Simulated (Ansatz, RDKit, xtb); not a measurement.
**Isomers of C3H4F3NOS, a sample narrowed down**

Which of a sample of isomers of C3H4F3NOS is the most stable in the gas at 298.15 K, and what are its properties? The sample is small against all isomers, and the most stable one of this formula need not be in it.

Plan: many cheap relaxations first (GFN2-xTB), then density-functional screening, relaxation at B3LYP/def2-SVP, vibrations (at GFN2-xTB) and a final energy. The numbers are computed, not measured.

### 1 Candidates

Isomers were taken from a list of plausible structures; this is a sample, not all of them. That gives 4 candidates.

```
label              SMILES     spin
 c007  N/C(O)=C\SC(F)(F)F  singlet
 c046    NC(=O)CSC(F)(F)F  singlet
 c137  N/C(O)=C/SC(F)(F)F  singlet
 c666    N=C(O)CSC(F)(F)F  singlet
```

Candidates are built by distance geometry, with a force field where one applies, in up to four conformers (letters a to d).

**Question.** With final energies at CCSD(T)/def2-SVP + MP2/def2-TZVPP - MP2/def2-SVP, which structure will this search put lowest in free energy, and by what margin?

| quantity | value |
| --- | --- |
| lowest structure found | NC(=O)CSC(F)(F)F, singlet |
| next finalist | N=C(O)CSC(F)(F)F, singlet, 11.2 kcal/mol higher in G |
| share at equilibrium, among the finalists | 100.0 % |

`NC(=O)CSC(F)(F)F` comes out lowest. Among the finalists first place is clear (11.2 kcal/mol); structures outside the list aren't covered. With 3 minima in the window unscreened, the next finalist need not be the second lowest, and margin and share hold for the finalists alone. GFN2-xTB, HF/STO-3G, r2SCAN-D4/def2-SVP, B3LYP/def2-SVP, HF/def2-SVP and MP2/def2-SVP already put its bonding pattern lowest among the structures in one piece. 3 minima inside the window were never screened. The search is not exhaustive (a finite list of starts, one conformer a finalist), so a lower isomer can't be ruled out. Only 4 drawn patterns were tried, so whole families of isomers are missing, and the result ranks only the part of this sample that was screened.
